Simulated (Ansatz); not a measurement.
# CdGe3 (I4/mmm) in Ansatz: reference runs

Aim: a first look at CdGe3 with PBE, on the cell as given and on a disturbed one, and energy against volume gives the equilibrium volume and stiffness.

All numbers are computed with Ansatz 0.2.0; they aren't measurements. Logs are shortened: lines on timing, memory, paths and dates and some standing lists are left out, and cuts for length are marked.

## 1. The crystal as given

It takes space group I4/mmm (No. 139, tetragonal). The conventional cell has a = 4.229 Å, b = 4.229 Å, c = 9.313 Å, α = 90.00°, β = 90.00°, γ = 90.00°. Cd (site symmetry 4/mmm) has 12 Ge at 2.99 to 3.15 Å as nearest neighbours. Around Ge (site symmetry 4/mmm) lie 4 Cd at 2.99 Å and 8 Ge at 3.15 Å. Around Ge (site symmetry -4m2) lie 8 Ge at 2.99 to 3.15 Å and 4 Cd at 3.15 Å.

The cell comes from a database or a generator and needn't be the stable form of this composition.

## 2. Single point, PBE

Input file input.yaml:

```yaml
crystal:
  lattice:
    - [-2.114664, 2.114664, 4.656728]
    - [2.114664, -2.114664, 4.656728]
    - [2.114664, 2.114664, -4.656728]
  atoms:
    - { symbol: Cd, position: [0.0, 0.0, 0.0] }
    - { symbol: Ge, position: [0.5, 0.5, 0.0] }
    - { symbol: Ge, position: [0.25, 0.75, 0.5] }
    - { symbol: Ge, position: [0.75, 0.25, 0.5] }
hamiltonian:
  xc: pbe
  pseudopotentials: { kind: paw }
kpoints:
  mp_grid: { grid: [9, 9, 9] }
scf:
  occupations: { method: fermi_dirac, width: 0.05 }
output:
  forces: true
  stress: true
  eigenvalues: true
```

Potentials or basis: Ansatz PAW.

Run with:

```console
$ ansatz run input.yaml --threads 2 --pin off --max-ram 5120MiB --backend cpu --events-out ev --progress --plain --runs-dir out
```

Output:

```text
Warning: RAYON_NUM_THREADS=2 ignored (pool sized by the plan → 2); use --threads N
Engine: ansatz 0.2.0, x86_64-unknown-linux-gnu
Pseudopotentials: kind: paw
Pseudopotential: Cd, paw, valence charge 20, recommended cutoff 420 eV (normal), Cd.paw.azcp
Pseudopotential: Ge, paw, valence charge 14, recommended cutoff 420 eV (normal), Ge.paw.azcp
Functional definition: PBE
  parameter kappa = 0.804
  parameter beta = 0.06672455060314922
  exchange = pbe_x(kappa = kappa, mu = beta*pi^2/3)
  correlation = pbe_c(beta = beta)
Crystal: 4 atoms, lattice volume = 83.296 Å³
Basis set: ecut = 420 eV, 1587 PW (Γ), exchange–correlation on 80×80×80 points (8 copies of the dense FFT grid, shifted against one another)
Bands: 38, of which v1, the nominal top of the filled ones, is band 31 counted from 1 (30 counted from 0)
Symmetry: 16 space group operations
Space group: I4/mmm (ITA 139), of the structure as read, at distance tolerance 4.4e-5 Å
k-points: 75 of 729
Non-local potential: Cd, projectors of the file, l = 0: 3, l = 1: 2, l = 2: 2, l = 3: 1
Non-local potential: Ge, projectors of the file, l = 0: 2, l = 1: 2, l = 2: 3, l = 3: 1
PAW form: soft (Blöchl's): semilocal exchange-correlation on the pseudo side does not see the compensation charge
PAW one-centre angular grid: Cd, 590 points (default); XC on 64 Gauss nodes
PAW one-centre angular grid: Ge, 590 points (default); XC on 64 Gauss nodes
Initial density: superposition of atomic densities (neutral atoms: chi_scale 0, normalization atom), corrected by the library's trained network
Initial wavefunctions: pseudopotential atomic-orbital guess
Functional: x = pbe(κ = 0.804, μ = 0.2195149727645171), c = pbe(β = 0.06672455060314922)
SCF iter   1: F=—  HF=-21138.259840 eV  |F-HF|=—  |Δ(HF+E_count)|=         —  Δρ=1.04e-3  dr2=1.62e-3  ethr=1.77e-3  ⟨swp⟩=5.9  Hψ=9941  notcnv=0  defer=20
preconditioner: auto → Kerker (q_TF=auto, 2.597 Å⁻¹)  [metal: Δε(μ)=0.038 eV  Ē_g=19.991 eV  σ=0.050 eV  W_gap=0.18  n_scr=30 (ndim 8)  ℏωp=29.9 eV  f_vac=0.000  D(μ)=2.09/eV (n_scr^D=14)]
SCF iter   2: F=—  HF=-21138.260041 eV  |F-HF|=—  |Δ(HF+E_count)|=   2.00e-4  Δρ=6.53e-4  dr2=6.53e-4  ethr=2.62e-6  ⟨swp⟩=2.0  Hψ=4224  notcnv=0  defer=46
SCF iter   3: F=—  HF=-21138.259948 eV  |F-HF|=—  |Δ(HF+E_count)|=   9.25e-5  Δρ=1.21e-4  dr2=1.03e-5  ethr=1.05e-6  ⟨swp⟩=2.0  Hψ=3160  notcnv=0  defer=46
SCF iter   4: F=—  HF=-21138.259941 eV  |F-HF|=—  |Δ(HF+E_count)|=   7.07e-6  Δρ=5.35e-5  dr2=2.22e-6  ethr=1.66e-8  ⟨swp⟩=2.0  Hψ=4672  notcnv=0  defer=46
SCF iter   5: F=—  HF=-21138.259942 eV  |F-HF|=—  |Δ(HF+E_count)|=   5.69e-7  Δρ=1.71e-5  dr2=3.20e-7  ethr=3.58e-9  ⟨swp⟩=2.3  Hψ=4263  notcnv=0  defer=46
SCF iter   6: F=-21138.259942 eV  HF=-21138.259942 eV  |F-HF|=1.07e-8  |Δ(HF+E_count)|=   1.61e-8  Δρ=5.61e-6  dr2=3.51e-8  ethr=1.61e-10  ⟨swp⟩=7.6  Hψ=10080  notcnv=0
SCF 1 converged in 6 iterations: F = -21138.259942 eV  dr2 = 3.51e-8
SCF converged after 6 iterations
Free energy (F): -21138.259942 eV
Harris-Foulkes:  -21138.259942 eV  (|F-HF|=1.07e-8)
Internal energy: -21138.242706 eV  (E = F + TS)
E sigma→0 (E₀):  -21138.251324 eV
Entropy (-TS):   -0.017236 eV (-4.309 meV/atom)
Fermi energy:    11.147341 eV
--- Per-component energies (eV) ---
  E_band       = -797.495895
  E_kinetic    = 832.912090
  E_local      = -9666.328723  (includes V_loc(G=0)·N_el)
  E_nonlocal   = 1275.899898
  E_hartree    = 4314.150214
  E_xc         = -402.683186
  E_vxc        = -413.950974  (∫ρ·V_xc dr)
  E_paw        = -10129.297386  (= ΣΔE_a)
  E_vpaw       = -1454.322635  (= ΣTr[D̂ρ^β])
  E_aug_tail   = 0.000901  (compensation charges beyond the density's cutoff)
  E_ewald      = -7362.896514
  E_smearing   = -0.017236  (= −TS)
  E_closure    = -0.000000  (closes the sum)
  Σ components = -21138.259942   (vs F -21138.259942, Δ=0.00e0)
--- Forces (eV/Å), atoms counted from 1 ---
  atom   1  Cd     0.00000000     0.00000000     0.00000000
  atom   2  Ge     0.00000000     0.00000000    -0.00000000
  atom   3  Ge     0.00000000    -0.00000000     0.00000000
  atom   4  Ge     0.00000000    -0.00000000     0.00000000
  max |Σ_I F_I| component: 4.16e-17 eV/Å
--- Stress (GPa, compression-positive) ---
       -1.028159      -0.000000      -0.000000
       -0.000000      -1.028159      -0.000000
        0.000000       0.000000       0.047929
  P = ⅓ Tr σ = -0.6695 GPa (-6.695 kbar)
--- Band table (eV; the first three rows and the last of 75) ---
  k-point 0: bands = ["-91.6911", "-52.7477", "-52.7477", "-52.7451", "-13.6745", "-13.6473", "-13.6362", "-13.6293", "-13.6293", "-13.6122", "-13.6122", "-13.5951", "-13.5773", "-13.5685", "-13.5585", "-13.5534", "-13.5533", "-13.5533", "-13.5384", "-0.8165", "2.0835", "2.2561", "2.3416", "2.3416", "2.3860", "5.2793", "6.1292", "7.1501", "9.5823", "9.5823", "10.4308", "10.4308", "11.1062", "12.1397", "12.4784", "15.4706", "15.4706", "19.3445"]
  k-point 1: bands = ["-91.6911", "-52.7477", "-52.7477", "-52.7451", "-13.6677", "-13.6433", "-13.6327", "-13.6306", "-13.6262", "-13.6140", "-13.6114", "-13.5982", "-13.5798", "-13.5679", "-13.5583", "-13.5556", "-13.5548", "-13.5530", "-13.5445", "-0.6188", "2.1278", "2.2763", "2.2951", "2.3266", "2.3545", "5.2134", "5.6125", "7.3925", "8.8641", "9.4032", "9.5177", "10.5501", "12.7033", "13.1900", "13.4989", "13.6215", "15.7469", "19.2554"]
  k-point 2: bands = ["-91.6911", "-52.7478", "-52.7478", "-52.7451", "-13.6578", "-13.6339", "-13.6255", "-13.6253", "-13.6185", "-13.6181", "-13.6127", "-13.6058", "-13.5866", "-13.5694", "-13.5665", "-13.5581", "-13.5575", "-13.5510", "-13.5490", "-0.0427", "2.1603", "2.1788", "2.3012", "2.3102", "2.3352", "4.8457", "5.0579", "7.6181", "8.2746", "8.3205", "8.8255", "10.7485", "12.6422", "14.6733", "15.2215", "15.2744", "16.5351", "16.9316"]
  k-point 74: bands = ["-91.6911", "-52.7477", "-52.7477", "-52.7451", "-13.6696", "-13.6450", "-13.6448", "-13.6417", "-13.6410", "-13.6077", "-13.6022", "-13.6022", "-13.5770", "-13.5631", "-13.5593", "-13.5481", "-13.5476", "-13.5456", "-13.5426", "0.4958", "1.2536", "2.1879", "2.3716", "2.3956", "2.4102", "2.6320", "5.5513", "7.9316", "8.1987", "10.1222", "12.9414", "13.0167", "13.4254", "13.4660", "14.8091", "15.5444", "15.8248", "17.1794"]
```

Wall time 8 s (2 threads of Intel Xeon at 2.50GHz (Skylake/Cascade Lake), shared host); peak memory 0.52 GiB.

Results:

```yaml
Free_energy: -21138.2599 eV
Pressure: -0.7 GPa
Band_gap_on_the_k_mesh: none (metal or under the smearing width)
```

Levels at points of the mesh, in eV from the Fermi level:
```
           k point  band 28  band 29  band 30  band 31  band 32  band 33  band 34  band 35
(0.00, 0.00, 0.00)    -4.00    -1.57    -1.57    -0.72    -0.72    -0.04     0.99     1.33
```

## 3. Single point, PBE (atoms moved at random, drawn with an rms of 0.05 Å)

Input file input.yaml:

```yaml
crystal:
  lattice:
    - [-2.114664, 2.114664, 4.656728]
    - [2.114664, -2.114664, 4.656728]
    - [2.114664, 2.114664, -4.656728]
  atoms:
    - { symbol: Cd, position: [0.002244, 0.014228, 0.013101] }
    - { symbol: Ge, position: [0.505282, 0.508404, 0.008055] }
    - { symbol: Ge, position: [0.25398, 0.756686, 0.516268] }
    - { symbol: Ge, position: [0.762254, 0.248132, 0.502877] }
hamiltonian:
  xc: pbe
  pseudopotentials: { kind: paw }
kpoints:
  mp_grid: { grid: [9, 9, 9] }
scf:
  occupations: { method: fermi_dirac, width: 0.05 }
output:
  forces: true
  stress: true
  eigenvalues: true
```

Potentials or basis: Ansatz PAW.

Run with:

```console
$ ansatz run input.yaml --threads 2 --pin off --max-ram 5120MiB --backend cpu --events-out ev --progress --plain --runs-dir out
```

Output:

```text
Warning: RAYON_NUM_THREADS=2 ignored (pool sized by the plan → 2); use --threads N
[... 9 set-up lines as earlier in the session ...]
Crystal: 4 atoms, lattice volume = 83.296 Å³
Basis set: ecut = 420 eV, 1587 PW (Γ), exchange–correlation on 80×80×80 points (8 copies of the dense FFT grid, shifted against one another)
Bands: 38, of which v1, the nominal top of the filled ones, is band 31 counted from 1 (30 counted from 0)
[... 30 lines left out ...]
  E_local      = -9669.909425  (includes V_loc(G=0)·N_el)
  E_nonlocal   = 1275.930331
  E_hartree    = 4315.890521
  E_xc         = -402.700212
  E_vxc        = -413.975295  (∫ρ·V_xc dr)
  E_paw        = -10129.323847  (= ΣΔE_a)
  E_vpaw       = -1454.371110  (= ΣTr[D̂ρ^β])
  E_aug_tail   = 0.000885  (compensation charges beyond the density's cutoff)
  E_ewald      = -7361.085985
  E_smearing   = -0.017021  (= −TS)
  E_closure    = -0.000000  (closes the sum)
  Σ components = -21138.256919   (vs F -21138.256919, Δ=0.00e0)
--- Forces (eV/Å), atoms counted from 1 ---
  atom   1  Cd    -0.08317273     0.02227918    -0.02461902
  atom   2  Ge     0.07181892    -0.02597478    -0.01490752
  atom   3  Ge    -0.00614894     0.00302912     0.05525654
  atom   4  Ge     0.01750279     0.00066661    -0.01573523
  max |Σ_I F_I| component: 5.23e-6 eV/Å
--- Stress (GPa, compression-positive) ---
       -0.766827      -0.008060      -0.104123
       -0.008060      -1.180501      -0.019407
       -0.104123      -0.019407       0.105398
  P = ⅓ Tr σ = -0.6140 GPa (-6.140 kbar)
--- Band table (eV; the first three rows and the last of 365) ---
  k-point 0: bands = ["-91.6944", "-52.7513", "-52.7508", "-52.7481", "-13.6738", "-13.6467", "-13.6352", "-13.6286", "-13.6285", "-13.6139", "-13.6102", "-13.5942", "-13.5769", "-13.5702", "-13.5608", "-13.5570", "-13.5553", "-13.5527", "-13.5370", "-0.8217", "2.0789", "2.2526", "2.3306", "2.3449", "2.3826", "5.2769", "6.1164", "7.1667", "9.5652", "9.5941", "10.4013", "10.4526", "11.1014", "12.1489", "12.4694", "15.4279", "15.5407", "19.3393"]
  k-point 1: bands = ["-91.6944", "-52.7514", "-52.7508", "-52.7481", "-13.6671", "-13.6428", "-13.6319", "-13.6298", "-13.6256", "-13.6145", "-13.6102", "-13.5973", "-13.5790", "-13.5698", "-13.5607", "-13.5583", "-13.5551", "-13.5546", "-13.5433", "-0.6242", "2.1227", "2.2718", "2.2900", "2.3249", "2.3516", "5.2097", "5.6108", "7.3959", "8.8583", "9.3717", "9.5485", "10.5529", "12.6901", "13.1925", "13.4480", "13.6826", "15.7631", "19.2346"]
  k-point 2: bands = ["-91.6944", "-52.7514", "-52.7508", "-52.7481", "-13.6572", "-13.6332", "-13.6269", "-13.6246", "-13.6193", "-13.6157", "-13.6110", "-13.6048", "-13.5854", "-13.5697", "-13.5679", "-13.5605", "-13.5592", "-13.5532", "-13.5491", "-0.0488", "2.1525", "2.1760", "2.2985", "2.3070", "2.3329", "4.8437", "5.0564", "7.6179", "8.2412", "8.3322", "8.8425", "10.7502", "12.6499", "14.6676", "15.1928", "15.3007", "16.5444", "16.9329"]
  k-point 364: bands = ["-91.6944", "-52.7514", "-52.7509", "-52.7481", "-13.6515", "-13.6356", "-13.6254", "-13.6236", "-13.6181", "-13.6124", "-13.6082", "-13.6050", "-13.5913", "-13.5763", "-13.5676", "-13.5610", "-13.5581", "-13.5528", "-13.5497", "0.5550", "2.0131", "2.1403", "2.3143", "2.3486", "2.3938", "3.9969", "4.6077", "7.0751", "7.7380", "8.6654", "9.8349", "11.2367", "13.3623", "13.8545", "14.9390", "15.7755", "16.2885", "17.2427"]
```

Wall time 50 s (2 threads of Intel Xeon at 2.50GHz (Skylake/Cascade Lake), shared host); peak memory 1 GiB.

What came out:

```yaml
Free_energy: -21138.2569 eV
Pressure: -0.6 GPa
Largest_force: 0.090 eV/Å
Band_gap_on_the_k_mesh: none (metal or under the smearing width)
```

Forces in eV/Å, atoms in the order of the input:
```
Cd  -0.083  0.022 -0.025
Ge   0.072 -0.026 -0.015
Ge  -0.006  0.003  0.055
Ge   0.018  0.001 -0.016
```

Stress tensor (GPa, compression positive):
```
-0.77 -0.01 -0.10
-0.01 -1.18 -0.02
-0.10 -0.02  0.11
```

## 4. Single point, PBE, 19.57 Å³/atom (volume scaled by 0.94)

Input file input.yaml:

```yaml
crystal:
  lattice:
    - [-2.071495479, 2.071495479, 4.5616660609]
    - [2.071495479, -2.071495479, 4.5616660609]
    - [2.071495479, 2.071495479, -4.5616660609]
  atoms:
    - { symbol: Cd, position: [0.0, 0.0, 0.0] }
    - { symbol: Ge, position: [0.5, 0.5, 0.0] }
    - { symbol: Ge, position: [0.25, 0.75, 0.5] }
    - { symbol: Ge, position: [0.75, 0.25, 0.5] }
hamiltonian:
  xc: pbe
  pseudopotentials: { kind: paw }
kpoints:
  mp_grid: { grid: [9, 9, 9] }
scf:
  occupations: { method: fermi_dirac, width: 0.05 }
output:
  forces: true
  stress: true
  eigenvalues: true
```

Run with:

```console
$ ansatz run input.yaml --threads 2 --pin off --max-ram 5120MiB --backend cpu --events-out ev --progress --plain --runs-dir out
```

It took 6 s on 2 threads of Intel Xeon at 2.50GHz (Skylake/Cascade Lake), shared host; peak memory 0.51 GiB.

Results (log left out):

```
Free energy            : -21138.2208 eV
Pressure               : 3.4 GPa
Band gap on the k mesh : none (metal or under the smearing width)
```

## 5. Single point, PBE, 19.99 Å³/atom (volume scaled by 0.96)

Changes to input.yaml since step 4:

```diff
@@ -2,5 +2,5 @@
   lattice:
-    - [-2.071495479, 2.071495479, 4.5616660609]
-    - [2.071495479, -2.071495479, 4.5616660609]
-    - [2.071495479, 2.071495479, -4.5616660609]
+    - [-2.086083956, 2.086083956, 4.5937915282]
+    - [2.086083956, -2.086083956, 4.5937915282]
+    - [2.086083956, 2.086083956, -4.5937915282]
   atoms:
@@ -21 +21,5 @@
   eigenvalues: true
+  write_density: true
+  write_potential: true
+  elf: true
+  volumetric_format: npy
```

Run with:

```console
$ ansatz run input.yaml --threads 2 --pin off --max-ram 5120MiB --backend cpu --events-out ev --progress --plain --runs-dir out
```

Wall time 10 s (2 threads of Intel Xeon at 2.50GHz (Skylake/Cascade Lake), shared host); peak memory 0.51 GiB.

Results (log left out):

| Property | Result |
| --- | --- |
| Free energy | -21138.2483 eV |
| Pressure | 1.9 GPa |
| Band gap on the k mesh | none (metal or under the smearing width) |

## 6. Single point, PBE, 20.41 Å³/atom (volume scaled by 0.98)

Changes to input.yaml since step 5:

```diff
@@ -2,5 +2,5 @@
   lattice:
-    - [-2.086083956, 2.086083956, 4.5937915282]
-    - [2.086083956, -2.086083956, 4.5937915282]
-    - [2.086083956, 2.086083956, -4.5937915282]
+    - [-2.1004711965, 2.1004711965, 4.6254738502]
+    - [2.1004711965, -2.1004711965, 4.6254738502]
+    - [2.1004711965, 2.1004711965, -4.6254738502]
   atoms:
@@ -21,5 +21 @@
   eigenvalues: true
-  write_density: true
-  write_potential: true
-  elf: true
-  volumetric_format: npy
```

Potentials or basis: Ansatz PAW.

Run with:

```console
$ ansatz run input.yaml --threads 2 --pin off --max-ram 5120MiB --backend cpu --events-out ev --progress --plain --runs-dir out
```

It took 6.5 s on 2 threads of Intel Xeon at 2.50GHz (Skylake/Cascade Lake), shared host; peak memory 0.51 GiB.

Results (log left out):

```yaml
Free_energy: -21138.2608 eV
Pressure: 0.5 GPa
Band_gap_on_the_k_mesh: none (metal or under the smearing width)
```

## 7. Single point, PBE, 20.82 Å³/atom

Changes to input.yaml since step 6:

```diff
@@ -2,5 +2,5 @@
   lattice:
-    - [-2.1004711965, 2.1004711965, 4.6254738502]
-    - [2.1004711965, -2.1004711965, 4.6254738502]
-    - [2.1004711965, 2.1004711965, -4.6254738502]
+    - [-2.114664, 2.114664, 4.656728]
+    - [2.114664, -2.114664, 4.656728]
+    - [2.114664, 2.114664, -4.656728]
   atoms:
```

Run with:

```console
$ ansatz run input.yaml --threads 2 --pin off --max-ram 5120MiB --backend cpu --events-out ev --progress --plain --runs-dir out
```

Wall time 6.6 s (2 threads of Intel Xeon at 2.50GHz (Skylake/Cascade Lake), shared host); peak memory 0.52 GiB.

The run converged. Its results:

```
Free energy            : -21138.2599 eV
Pressure               : -0.7 GPa
Band gap on the k mesh : none (metal or under the smearing width)
```

## 8. Single point, PBE, 21.24 Å³/atom (volume scaled by 1.02)

Changes to input.yaml since step 7:

```diff
@@ -2,5 +2,5 @@
   lattice:
-    - [-2.114664, 2.114664, 4.656728]
-    - [2.114664, -2.114664, 4.656728]
-    - [2.114664, 2.114664, -4.656728]
+    - [-2.1286688055, 2.1286688055, 4.687568157]
+    - [2.1286688055, -2.1286688055, 4.687568157]
+    - [2.1286688055, 2.1286688055, -4.687568157]
   atoms:
```

Run with:

```console
$ ansatz run input.yaml --threads 2 --pin off --max-ram 5120MiB --backend cpu --events-out ev --progress --plain --runs-dir out
```

It took 6.4 s on 2 threads of Intel Xeon at 2.50GHz (Skylake/Cascade Lake), shared host; peak memory 0.51 GiB.

Results (log left out):

```yaml
Free_energy: -21138.2473 eV
Pressure: -1.7 GPa
Band_gap_on_the_k_mesh: none (metal or under the smearing width)
```

## 9. Single point, PBE, 21.66 Å³/atom (volume scaled by 1.04)

Changes to input.yaml since step 8:

```diff
@@ -2,5 +2,5 @@
   lattice:
-    - [-2.1286688055, 2.1286688055, 4.687568157]
-    - [2.1286688055, -2.1286688055, 4.687568157]
-    - [2.1286688055, 2.1286688055, -4.687568157]
+    - [-2.1424917175, 2.1424917175, 4.7180077642]
+    - [2.1424917175, -2.1424917175, 4.7180077642]
+    - [2.1424917175, 2.1424917175, -4.7180077642]
   atoms:
```

Potentials or basis: Ansatz PAW.

Run with:

```console
$ ansatz run input.yaml --threads 2 --pin off --max-ram 5120MiB --backend cpu --events-out ev --progress --plain --runs-dir out
```

Run time: 6.9 s. Hardware: 2 threads of Intel Xeon at 2.50GHz (Skylake/Cascade Lake), shared host; peak memory 0.52 GiB.

It converged, with:

```yaml
Free_energy: -21138.2241 eV
Pressure: -2.7 GPa
Band_gap_on_the_k_mesh: none (metal or under the smearing width)
```

## 10. Single point, PBE, 22.07 Å³/atom (volume scaled by 1.06)

Changes to input.yaml since step 9:

```diff
@@ -2,5 +2,5 @@
   lattice:
-    - [-2.1424917175, 2.1424917175, 4.7180077642]
-    - [2.1424917175, -2.1424917175, 4.7180077642]
-    - [2.1424917175, 2.1424917175, -4.7180077642]
+    - [-2.1561385295, 2.1561385295, 4.7480595793]
+    - [2.1561385295, -2.1561385295, 4.7480595793]
+    - [2.1561385295, 2.1561385295, -4.7480595793]
   atoms:
@@ -21 +21,5 @@
   eigenvalues: true
+  write_density: true
+  write_potential: true
+  elf: true
+  volumetric_format: npy
```

Run with:

```console
$ ansatz run input.yaml --threads 2 --pin off --max-ram 5120MiB --backend cpu --events-out ev --progress --plain --runs-dir out
```

Wall time 9 s (2 threads of Intel Xeon at 2.50GHz (Skylake/Cascade Lake), shared host); peak memory 0.53 GiB.

Results (log left out):

```
Free energy            : -21138.1915 eV
Pressure               : -3.6 GPa
Band gap on the k mesh : none (metal or under the smearing width)
```

## 11. Equation of state, PBE

This step only gathers the single runs of the series.

Results:

| Item | Value |
| --- | --- |
| Equilibrium volume | 20.59 Å³/atom |
| Bulk modulus at fixed shape and positions | 60 GPa |
| Pressure derivative of the bulk modulus | 4.8 |

Energy against volume, from the lowest point:
```csv
volume (Å³/atom),energy (meV/atom)
19.575,9.99
19.991,3.12
20.407,0.00
20.824,0.21
21.240,3.37
21.657,9.17
22.073,17.32
```

Caveat: the cell was scaled at fixed shape and fractional positions, which overstates the stiffness of a crystal with free parameters, most of all of layers and chains.

## 12. Overview

| task | cell | gap on the mesh (eV) | pressure (GPa) |
| --- | --- | --- | --- |
| single point | as given | none | -0.7 |
| single point | atoms moved at random, drawn with an rms of 0.05 Å | none | -0.6 |
| equation of state | as given | - | - |

Alike in all rows: level PBE; potentials or basis Ansatz PAW; no spin polarisation; k mesh 9 × 9 × 9; cutoff (eV) 420; smearing fermi-dirac 0.05 eV.

Caveats: the cell was scaled at fixed shape and fractional positions, which overstates the stiffness of a crystal with free parameters, most of all of layers and chains (some runs).

Total energies depend on the potentials used, so only differences within one code and one set of settings carry meaning.
